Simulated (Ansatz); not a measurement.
**CH₃FSb radical: up Jacob's ladder to CCSD(T)**

Aim: compute CH₃FSb radical with functionals from several rungs and with coupled cluster, and see how far each lands from CCSD(T) at the basis-set limit for the atomisation energy.

Program: Ansatz 0.2.0, Gaussian basis. Level of theory: functionals in def2-TZVPP, the program's frozen cores in correlated methods. These are calculated values, not measurements.

Levels to be run: LDA (SPW92), PBE-D4, revPBE-D4, BLYP-D4, r2SCAN-D4, B97M-V, PBE0-D4, B3LYP-D4, r2SCANh-D4, r2SCAN0-D4, HSE06-D4, BHLYP-D4, CAM-B3LYP-D4, LC-ωPBE, ωB97X-V, ωB97M-V, B2PLYP, PBE-QIDH; CCSD(T)/def2-SVP; CCSD(T)/def2-TZVPP; MP2/def2-QZVPP; extrapolation to the limit; RPA on PBE.

### Step 1. The geometry

An earlier PBE0-D4 in a triple-zeta def2 set relaxation fixed the geometry. Sb takes the def2 core potential; no spin-orbit term is included.

6 atoms, charge 0, spin multiplicity 2.

Atoms are counted from 1 here; the program's logs count them from 0.

Bond lengths: C1–Sb2 2.144 Å, C1–H4 1.092 Å, C1–H5 1.091 Å, C1–H6 1.091 Å, Sb2–F3 1.927 Å. Angles: Sb2–C1–H4 109.6°, Sb2–C1–H5 109.5°, Sb2–C1–H6 109.5°, H4–C1–H5 109.4°, H4–C1–H6 109.4°, H5–C1–H6 109.4°, C1–Sb2–F3 93.2°.

### Step 2. LDA

This LDA is Slater exchange with PW92 correlation.

Contents of in.yaml:

```yaml
crystal:
  periodic: [false, false, false]
  atoms:
    - {symbol: C, position_ang: [-0.347887, 0.311249, -0.427089]}
    - {symbol: Sb, position_ang: [-0.153548, -1.273317, 1.003291]}
    - {symbol: F, position_ang: [1.685432, -0.844128, 1.388593]}
    - {symbol: H, position_ang: [-1.357868, 0.308412, -0.842143]}
    - {symbol: H, position_ang: [0.375146, 0.165918, -1.230627]}
    - {symbol: H, position_ang: [-0.159077, 1.267767, 0.061774]}
basis:
  gaussian: {orbitals: def2-TZVPP}
magnetization: {spin_polarized: true, initial_magnetization: 1}
hamiltonian: {xc: lda}
output: {orbitals: {seedname: orbitals}}
```

After this run come: PBE-D4 (GGA); revPBE-D4 (GGA); BLYP-D4 (GGA); r2SCAN-D4 (meta-GGA); B97M-V (meta-GGA); PBE0-D4 (hybrid); B3LYP-D4 (hybrid); r2SCANh-D4 (hybrid); r2SCAN0-D4 (hybrid); HSE06-D4 (hybrid); BHLYP-D4 (hybrid); CAM-B3LYP-D4 (range-separated); LC-ωPBE-D4 (range-separated); ωB97X-V (range-separated); ωB97M-V (range-separated); B2PLYP (double hybrid); PBE-QIDH (double hybrid); CCSD(T) in def2-SVP; CCSD(T) in def2-TZVPP; MP2 in def2-QZVPP; RPA on PBE orbitals.

**Question.** What will the summary of the whole plan be? Wanted: atomisation energy, CCSD(T)/CBS; farthest beyond LDA; mean size of error, GGA; mean size of error, meta-GGA; mean size of error, hybrid; mean size of error, range-separated; mean size of error, double hybrid; gap, smallest and largest; T1 diagnostic.

**Answer**, as computed:

```
                               quantity                                                                                               value
        atomisation energy, CCSD(T)/CBS                                                                                       1941.9 kJ/mol
 functionals within 19.4 kJ/mol (1.0 %)  revPBE-D4, r2SCAN-D4, B97M-V, PBE0-D4, B3LYP-D4, HSE06-D4, CAM-B3LYP-D4, LC-ωPBE, ωB97X-V, ωB97M-V
                    farthest beyond LDA                                                                             BHLYP-D4 (-69.9 kJ/mol)
                mean size of error, GGA                                                                                         26.1 kJ/mol
           mean size of error, meta-GGA                                                                                          9.2 kJ/mol
             mean size of error, hybrid                                                                                         28.7 kJ/mol
    mean size of error, range-separated                                                                                         12.6 kJ/mol
      mean size of error, double hybrid                                                                                         33.6 kJ/mol
              gap, smallest and largest                                                            0.89 eV (LDA (SPW92)), 8.04 eV (LC-ωPBE)
                          T1 diagnostic                                                                                              0.0149
triples share of the correlation energy                                                                                               3.0 %
```

LDA overbinds by 303.6 kJ/mol (16 %). PBE-D4 misses by +46.0 kJ/mol. Double hybrids carry the basis error of their MP2 part in triple zeta, and no dispersion term here, so their miss is partly the set-up's. The rungs meta-GGA, range-separated miss on average by less than the doubt on the reference (19.4 kJ/mol), so they tie. Misses under about 19.4 kJ/mol are within the doubt on the reference itself, which lacks core-valence correlation, spin-orbit coupling and higher excitations, and its outer-core shells are covered unevenly. All levels share the lack of spin-orbit coupling, which lowers the free heavy atoms and so the true binding. Hartree-Fock recovers 69 % of the binding; the rest is correlation. CCSD(T) in def2-SVP is off by -178.7 kJ/mol, which most functionals beat. Orbital gaps span 0.9 to 8.0 eV; exact exchange widens them. Correlated methods include outer-core shells of Sb, which these sets cover unevenly.
